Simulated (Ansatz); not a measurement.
**GaH₃O₂: vertical ionisation energy**

How much energy removes an electron from GaH₃O₂ at fixed geometry? The cation is run at each level and the neutral's energy taken from earlier runs.

Program: Ansatz 0.2.0, Gaussian basis. Level of theory: unrestricted cation, the program's frozen cores in correlated methods. These are calculated values, not measurements.

The runs, in order: UKS PBE-D4/def2-TZVPP; UKS r2SCAN-D4/def2-TZVPP; UKS PBE0-D4/def2-TZVPP; UKS B3LYP-D4/def2-TZVPP; UKS wB97X-V/def2-TZVPP; UKS wB97M-V/def2-TZVPP; UKS B2PLYP/def2-TZVPP; UHF-CCSD(T)/def2-TZVPP; UHF-MP2/def2-QZVPP; extrapolation to the limit; then −ε(HOMO) from the neutral's earlier runs with LDA (SPW92), PBE-D4, revPBE-D4, BLYP-D4, r2SCAN-D4, B97M-V, PBE0-D4, B3LYP-D4, r2SCANh-D4, r2SCAN0-D4, HSE06-D4, BHLYP-D4, CAM-B3LYP-D4, LC-ωPBE, ωB97X-V, ωB97M-V.

**1. The relaxed structure**

The geometry comes from an earlier relaxation with PBE0-D4 in a triple-zeta def2 set; it is a stationary point.

SMILES `[OH][GaH][OH]`, 6 atoms, charge 0, spin multiplicity 1.

Atoms are counted from 1 here; the program's logs count them from 0.

Bond lengths: O1–Ga2 1.786 Å, O1–H4 0.959 Å, Ga2–O3 1.777 Å, Ga2–H5 1.547 Å, O3–H6 0.960 Å. Angles: Ga2–O1–H4 115.0°, O1–Ga2–O3 112.5°, O1–Ga2–H5 125.8°, O3–Ga2–H5 121.7°, Ga2–O3–H6 112.6°.

Geometry (Å):

| atom | x (Å) | y (Å) | z (Å) |
| --- | --- | --- | --- |
| O1 | -1.2132 | -0.6622 | -0.3316 |
| Ga2 | 0.1927 | 0.4285 | -0.1777 |
| O3 | 1.3745 | -0.1486 | 1.0166 |
| H4 | -1.8737 | -0.3833 | -0.9683 |
| H5 | 0.4102 | 1.7399 | -0.9684 |
| H6 | 1.1094 | -0.9743 | 1.4294 |

**2. Cation, UKS PBE-D4/def2-TZVPP**

Input file in.yaml:

```yaml
crystal:
  periodic: [false, false, false]
  atoms:
    - {symbol: O, position_ang: [-1.213195, -0.662196, -0.331643]}
    - {symbol: Ga, position_ang: [0.192712, 0.428520, -0.177701]}
    - {symbol: O, position_ang: [1.374539, -0.148614, 1.016596]}
    - {symbol: H, position_ang: [-1.873657, -0.383326, -0.968289]}
    - {symbol: H, position_ang: [0.410218, 1.739877, -0.968360]}
    - {symbol: H, position_ang: [1.109383, -0.974271, 1.429398]}
basis:
  gaussian: {orbitals: def2-TZVPP}
total_charge: 1
magnetization: {spin_polarized: true, initial_magnetization: 1}
hamiltonian: {xc: pbe, dispersion: d4}
```

Run with:

```sh
> ansatz run in.yaml --threads 4 --pin off --events-out ev --progress --plain --max-ram 10444MiB
```

Output:

```text
Functional definition: PBE
  name "PBE"
  cite "Perdew, Burke & Ernzerhof, Phys. Rev. Lett. 77, 3865 (1996) doi:10.1103/PhysRevLett.77.3865"
  parent pbe
  parameter kappa = 0.804
  parameter beta = 0.06672455060314922
  exchange = pbe_x(kappa = kappa, mu = beta*pi^2/3)
  correlation = pbe_c(beta = beta)
847 factors; their error is unknown
mean field evaluation 1: about -56464.2312 eV, gradient 1.0e2 eV
mean field evaluation 2: about -56114.5097 eV, gradient 2.3e2 eV
mean field evaluation 4: about -56492.0402 eV, gradient 4.3e1 eV
mean field evaluation 8: about -56501.3524 eV, gradient 4.3e0 eV
mean field evaluation 16: about -56501.4529 eV, gradient 7.9e-1 eV
mean field evaluation 32: about -56500.8306 eV, gradient 3.0e0 eV
mean field evaluation 64: about -56501.4095 eV, gradient 3.3e-1 eV
mean field -56501.44515129 eV, -2076.3898112548 hartree, gradient 5.0e-6 eV, S^2 0.755863; 7 other end points of the search recorded, 0 dependent functions left out
reference -56501.44518628 eV, -2076.3898125408 hartree; 25, 24 occupied and 127, 128 virtual orbitals, 847 factors
Total energy: -56501.51112089 eV, -2076.3922355929 hartree
```

It took 5.5 s on 4 threads of Arm Neoverse V1, shared host; peak memory 0.3 GiB.

The neutral molecule at this level: -56512.1620 eV. Difference: 10.651 eV. ⟨S²⟩ = 0.756.

**3. Cation, UKS r2SCAN-D4/def2-TZVPP**

in.yaml: that of step 2 with these lines changed.

```diff
@@ -13,2 +13,2 @@
 magnetization: {spin_polarized: true, initial_magnetization: 1}
-hamiltonian: {xc: pbe, dispersion: d4}
+hamiltonian: {xc: r2scan, dispersion: d4}
```

Same command.

Output:

```text
Functional definition: r2SCAN
  name "r2SCAN"
  cite "Furness, Kaplan, Ning, Perdew & Sun, J. Phys. Chem. Lett. 11, 8208 (2020) doi:10.1021/acs.jpclett.0c02405"
  cite "Furness, Kaplan, Ning, Perdew & Sun, J. Phys. Chem. Lett. 11, 9248 (2020) doi:10.1021/acs.jpclett.0c03077"
  parent r2scan
  parameter k0 = 0.174
  parameter k1 = 0.065
  parameter a1 = 4.9479
  exchange = r2scan_x(k0 = k0, k1 = k1, a1 = a1)
  correlation = r2scan_c
847 factors; their error is unknown
mean field evaluation 1: about -56478.8988 eV, gradient 9.6e1 eV
mean field evaluation 2: about -56200.5334 eV, gradient 2.1e2 eV
mean field evaluation 4: about -56502.8580 eV, gradient 4.1e1 eV
mean field evaluation 8: about -56511.2647 eV, gradient 4.7e0 eV
mean field evaluation 16: about -56511.3687 eV, gradient 1.4e-1 eV
mean field evaluation 32: about -56511.3687 eV, gradient 2.5e-5 eV
mean field evaluation 64: about -56510.7628 eV, gradient 3.2e-2 eV
mean field -56511.36874219 eV, -2076.7544964940 hartree, gradient 6.6e-6 eV, S^2 0.763795; 7 other end points of the search recorded, 0 dependent functions left out
reference -56511.36875426 eV, -2076.7544969376 hartree; 25, 24 occupied and 127, 128 virtual orbitals, 847 factors
Total energy: -56511.38337514 eV, -2076.7550342450 hartree
```

Run time: 13 s. Hardware: 4 threads of Arm Neoverse V1, shared host; peak memory 0.38 GiB.

Less the neutral's -56522.1650 eV (earlier run), this gives 10.782 eV. ⟨S²⟩ = 0.764.

**4. Cation, UKS PBE0-D4/def2-TZVPP**

in.yaml: that of step 3 with these lines changed.

```diff
@@ -13,2 +13,2 @@
 magnetization: {spin_polarized: true, initial_magnetization: 1}
-hamiltonian: {xc: r2scan, dispersion: d4}
+hamiltonian: {xc: pbe0, dispersion: d4}
```

The command is unchanged.

Output:

```text
Functional definition: PBE0
  name "PBE0"
  cite "Adamo & Barone, J. Chem. Phys. 110, 6158 (1999) doi:10.1063/1.478522"
  cite "Perdew, Burke & Ernzerhof, Phys. Rev. Lett. 77, 3865 (1996) doi:10.1103/PhysRevLett.77.3865"
  parent pbe
  parameter a = 0.25
  parameter kappa = 0.804
  parameter beta = 0.06672455060314922
  exchange = (1 - a)*pbe_x(kappa = kappa, mu = beta*pi^2/3) + a*exact_x
  correlation = pbe_c(beta = beta)
892 factors; their error is unknown
mean field evaluation 1: about -56473.6900 eV, gradient 8.9e1 eV
mean field evaluation 2: about -56287.3623 eV, gradient 1.9e2 eV
mean field evaluation 4: about -56494.4151 eV, gradient 3.9e1 eV
mean field evaluation 8: about -56501.8203 eV, gradient 2.8e0 eV
mean field evaluation 16: about -56502.0613 eV, gradient 1.9e-2 eV
mean field evaluation 32: about -56502.0613 eV, gradient 3.2e-5 eV
mean field -56502.06125441 eV, -2076.4124526270 hartree, gradient 6.2e-6 eV, S^2 0.771729; 4 other end points of the search recorded, 0 dependent functions left out
reference -56502.06128106 eV, -2076.4124536064 hartree; 25, 24 occupied and 127, 128 virtual orbitals, 892 factors
Total energy: -56502.11628278 eV, -2076.4144748820 hartree
```

It took 6 s on 4 threads of Arm Neoverse V1, shared host; peak memory 0.56 GiB.

Less the neutral's -56513.1423 eV (earlier run), this gives 11.026 eV. ⟨S²⟩ = 0.772.

**5. Cation, UKS B3LYP-D4/def2-TZVPP**

in.yaml: that of step 4 with these lines changed.

```diff
@@ -13,2 +13,2 @@
 magnetization: {spin_polarized: true, initial_magnetization: 1}
-hamiltonian: {xc: pbe0, dispersion: d4}
+hamiltonian: {xc: {name: B3LYP}, dispersion: d4}
```

The command is unchanged.

Output:

```text
Functional definition: B3LYP
  name "B3LYP"
  cite "Stephens, Devlin, Chabalowski & Frisch, J. Phys. Chem. 98, 11623 (1994) doi:10.1021/j100096a001"
  cite "Becke, Phys. Rev. A 38, 3098 (1988) doi:10.1103/PhysRevA.38.3098"
  cite "Lee, Yang & Parr, Phys. Rev. B 37, 785 (1988) doi:10.1103/PhysRevB.37.785"
  cite "Vosko, Wilk & Nusair, Can. J. Phys. 58, 1200 (1980) doi:10.1139/p80-159"
  parameter a0 = 0.2
  parameter ax = 0.72
  parameter ac = 0.81
  exchange = (1 - a0 - ax)*slater_x + ax*b88_x + a0*exact_x
  correlation = (1 - ac)*vwn_rpa_c + ac*lyp_c
882 factors; their error is unknown
mean field evaluation 1: about -56483.1656 eV, gradient 9.5e1 eV
mean field evaluation 2: about -56250.4212 eV, gradient 2.1e2 eV
mean field evaluation 4: about -56506.9049 eV, gradient 4.0e1 eV
mean field evaluation 8: about -56514.6598 eV, gradient 2.5e0 eV
mean field evaluation 16: about -56514.8473 eV, gradient 3.1e-3 eV
mean field evaluation 32: about -56514.8473 eV, gradient 2.4e-5 eV
mean field -56514.84727771 eV, -2076.8823303163 hartree, gradient 7.1e-6 eV, S^2 0.767956; 5 other end points of the search recorded, 0 dependent functions left out
reference -56514.84749177 eV, -2076.8823381832 hartree; 25, 24 occupied and 127, 128 virtual orbitals, 882 factors
Total energy: -56514.95538026 eV, -2076.8863030118 hartree
```

It took 7 s on 4 threads of Arm Neoverse V1, shared host; peak memory 0.56 GiB.

Less the neutral's -56525.9980 eV (earlier run), this gives 11.043 eV. ⟨S²⟩ = 0.768.

**6. Cation, UKS wB97X-V/def2-TZVPP**

in.yaml: that of step 5 with these lines changed.

```diff
@@ -13,2 +13,2 @@
 magnetization: {spin_polarized: true, initial_magnetization: 1}
-hamiltonian: {xc: {name: B3LYP}, dispersion: d4}
+hamiltonian: {xc: {name: wB97X-V}}
```

Same command.

Output:

```text
Functional definition: wB97X-V
  name "wB97X-V"
  cite "Mardirossian & Head-Gordon, Phys. Chem. Chem. Phys. 16, 9904 (2014) doi:10.1039/C3CP54374A"
  cite "Becke, J. Chem. Phys. 107, 8554 (1997) doi:10.1063/1.475007"
  cite "Vydrov & Van Voorhis, J. Chem. Phys. 133, 244103 (2010) doi:10.1063/1.3521275"
  parameter omega = 0.3/bohr
  parameter cx = 0.167
  parameter cx1 = 0.603
  parameter cx2 = 1.194
  parameter css0 = 0.556
  parameter css1 = -0.257
  parameter cos0 = 1.219
  parameter cos1 = -1.850
  parameter b = 6.0
  parameter c = 0.01
  exchange = spin_sum(e_x_unif_sr(omega)*poly(b97_u_x, 1 - cx, cx1, cx2)) + cx*exact_x_sr(omega) + exact_x_lr(omega)
  correlation = spin_sum(e_c_pw_same_spin*poly(b97_u_same, css0, css1))
      + integral(e_c_pw_opposite_spin*poly(b97_u_opposite, cos0, cos1)) + vv10(b, c)
882 factors; their error is unknown
198 factors; integrals over basis functions are off by at most 6.8e-6 eV
mean field evaluation 1: about -56484.1592 eV, gradient 8.0e1 eV
mean field evaluation 2: about -56439.8016 eV, gradient 1.3e2 eV
mean field evaluation 4: about -56505.8689 eV, gradient 4.2e0 eV
mean field evaluation 8: about -56506.1609 eV, gradient 8.2e-1 eV
mean field evaluation 16: about -56506.2322 eV, gradient 2.4e-1 eV
mean field evaluation 32: about -56506.6621 eV, gradient 8.3e-1 eV
mean field -56506.74938204 eV, -2076.5847381394 hartree, gradient 9.9e-6 eV, S^2 0.775825; 6 other end points of the search recorded, 0 dependent functions left out
reference -56506.74938075 eV, -2076.5847380923 hartree; 25, 24 occupied and 127, 128 virtual orbitals, 882 factors
Total energy: -56506.74938075 eV, -2076.5847380923 hartree
```

Wall time 20 s (4 threads of Arm Neoverse V1, shared host); peak memory 0.7 GiB.

Less the neutral's -56518.1578 eV (earlier run), this gives 11.408 eV. ⟨S²⟩ = 0.776.

**7. Cation, UKS wB97M-V/def2-TZVPP**

in.yaml: that of step 6 with these lines changed.

```diff
@@ -13,2 +13,2 @@
 magnetization: {spin_polarized: true, initial_magnetization: 1}
-hamiltonian: {xc: {name: wB97X-V}}
+hamiltonian: {xc: {name: wB97M-V}}
```

Launched as before.

Output:

```text
Functional definition: wB97M-V
  name "wB97M-V"
  cite "Mardirossian & Head-Gordon, J. Chem. Phys. 144, 214110 (2016) doi:10.1063/1.4952647"
  cite "Becke, J. Chem. Phys. 107, 8554 (1997) doi:10.1063/1.475007"
  cite "Vydrov & Van Voorhis, J. Chem. Phys. 133, 244103 (2010) doi:10.1063/1.3521275"
  # Of w^i u^j: cxij and so on, Table III.
  parameter omega = 0.3/bohr
  parameter cx = 0.15
  parameter cx01 = 1.007
  parameter cx10 = 0.259
  parameter css00 = 0.443
  parameter css04 = -1.437
  parameter css10 = -4.535
  parameter css20 = -3.390
  parameter css43 = 4.278
  parameter cos00 = 1.000
  parameter cos10 = 1.358
  parameter cos20 = 2.924
  parameter cos21 = -8.812
  parameter cos60 = -1.390
  parameter cos61 = 9.142
  parameter b = 6.0
  parameter c = 0.01
  gx(w, u) = 1 - cx + cx01*u + cx10*w
  gss(w, u) = css00 + css04*u^4 + css10*w + css20*w^2 + css43*w^4*u^3
  gos(w, u) = cos00 + cos10*w + (cos20 + cos21*u)*w^2 + (cos60 + cos61*u)*w^6
  exchange = spin_sum(e_x_unif_sr(omega)*gx(b97_w, b97_u_x)) + cx*exact_x_sr(omega) + exact_x_lr(omega)
  correlation = spin_sum(e_c_pw_mod_same_spin*gss(b97_w, b97_u_same))
      + integral(e_c_pw_mod_opposite_spin*gos(b97_w_opposite, b97_u_opposite)) + vv10(b, c)
882 factors; their error is unknown
198 factors; integrals over basis functions are off by at most 6.8e-6 eV
mean field evaluation 1: about -56486.0551 eV, gradient 8.0e1 eV
mean field evaluation 2: about -56436.3402 eV, gradient 1.3e2 eV
mean field evaluation 4: about -56508.0291 eV, gradient 4.3e0 eV
mean field evaluation 8: about -56508.3272 eV, gradient 1.2e0 eV
mean field evaluation 16: about -56508.3951 eV, gradient 1.5e-1 eV
mean field evaluation 32: about -56508.8055 eV, gradient 7.8e-1 eV
mean field -56508.87859328 eV, -2076.6629852096 hartree, gradient 1.4e-5 eV, S^2 0.773836; 6 other end points of the search recorded, 0 dependent functions left out
reference -56508.87863420 eV, -2076.6629867132 hartree; 25, 24 occupied and 127, 128 virtual orbitals, 882 factors
Total energy: -56508.87863420 eV, -2076.6629867132 hartree
```

Wall time 23 s (4 threads of Arm Neoverse V1, shared host); peak memory 0.74 GiB.

Less the neutral's -56520.2661 eV (earlier run), this gives 11.387 eV. ⟨S²⟩ = 0.774.

[end of part 1 of 2]
